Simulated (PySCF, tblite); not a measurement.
# C6H8NO2PSi: geometry, infrared bands and NMR shifts

Aim: predict the infrared bands and NMR shifts of C6H8NO2PSi (`COC(=O)c1nccc([SiH3])p1`).

Computed with tblite 0.8.0 and PySCF 2.14.0, with density-fitted response routines of our own, on a single molecule in the gas phase. Atoms are numbered from 0 throughout.

### Step 1. The molecule as given

19 atoms, charge 0, multiplicity 1; geometry from: force field or distance geometry start.

Bonds of the start (Å): C0–O1 1.44, O1–C2 1.34, C2–O3 1.23, C2–C4 1.51, C4–N5 1.36, N5–C6 1.35, C6–C7 1.39, C7–C8 1.39, C8–Si9 1.86, C8–P10 1.85, P10–C4 1.85, C0–H11 1.09, C0–H12 1.08, C0–H13 1.09, C6–H14 1.09, C7–H15 1.10, Si9–H16 1.48, Si9–H17 1.49, Si9–H18 1.49.

### Step 2. Optimising the geometry with GFN2-xTB

What the job is given:

```
{"job": {"kind": "relax", "xc": "GFN2-xTB", "basis": "xTB"}, "charge": 0, "multiplicity": 1}
C      4.271500     0.251300     0.028300
O      2.908900    -0.198500     0.104300
C      1.990800     0.753500    -0.135300
O      2.234100     1.927800    -0.426100
C      0.598500     0.183400    -0.019000
N      0.488100    -1.139700     0.292000
C     -0.694700    -1.775400     0.423400
C     -1.973600    -1.256300     0.279700
C     -2.231500     0.067000    -0.053400
Si    -3.935100     0.775200    -0.255900
P     -0.857400     1.279900    -0.324500
H      4.918000    -0.593800     0.249800
H      4.478600     0.613800    -0.971200
H      4.453400     1.038400     0.766100
H     -0.588800    -2.824200     0.688600
H     -2.815700    -1.948000     0.439200
H     -4.933100    -0.291400    -0.015700
H     -4.137800     1.280700    -1.640500
H     -4.183900     1.865500     0.727500
```

Run with:

```bash
$ OMP_NUM_THREADS=1 python probes_run.py task.json out
```

This one command runs all jobs of the session in turn.

**Question.** This job is followed by: GFN2-xTB harmonic vibrations, gas phase; GIAO PBE0/pcSseg-1 NMR shielding, non-relativistic, gas phase. What will the session give for the following? strongest single infrared mode (GFN2-xTB); zero-point energy (GFN2-xTB); ¹³C shifts against TMS (PBE0/pcSseg-1); ¹H shifts against TMS (PBE0/pcSseg-1, means over atoms taken as alike); ¹⁷O shifts against H2O (PBE0/pcSseg-1); ¹⁵N shifts against NH3 (PBE0/pcSseg-1); ²⁹Si shifts against TMS (PBE0/pcSseg-1); ³¹P shifts against H3PO4 (PBE0/pcSseg-1).

As calculated:

| quantity | value |
| --- | --- |
| strongest single infrared mode (GFN2-xTB) | 1253 cm⁻¹, 391 km/mol |
| zero-point energy (GFN2-xTB) | 77.8 kcal/mol |
| ¹³C shifts against TMS (PBE0/pcSseg-1) | 192.1, 189.1, 176.4, 149.6, 135.0, 54.6 ppm |
| ¹H shifts against TMS (PBE0/pcSseg-1, means over atoms taken as alike) | 9.10, 7.91, 4.78, 4.25 ppm |
| ¹⁷O shifts against H2O (PBE0/pcSseg-1) | 421.4, 177.2 ppm |
| ¹⁵N shifts against NH3 (PBE0/pcSseg-1) | 378.6 ppm |
| ²⁹Si shifts against TMS (PBE0/pcSseg-1) | -62.2 ppm |
| ³¹P shifts against H3PO4 (PBE0/pcSseg-1) | 298.6 ppm |

The optimisation took 55 steps and gained 0.519 eV; among the close pairs (by a distance rule), C8–P10 changed most, from 1.853 to 1.758 Å. No mode is imaginary among the 51: a minimum at this level. The strongest single mode, at 1253 cm⁻¹, is spread over several atoms, C2, C4, H15, H14 among them. GFN2-xTB is a fitted tight-binding method: band positions and strengths are rough. Its intensities can rank the bands wrongly. At PBE0/pcSseg-1: Shielding is most anisotropic at P10 (span 870 ppm, paramagnetic term -951 ppm). NICS(1)zz of -24 ppm above the planar ring from C4 marks a diatropic (aromatic) ring current.
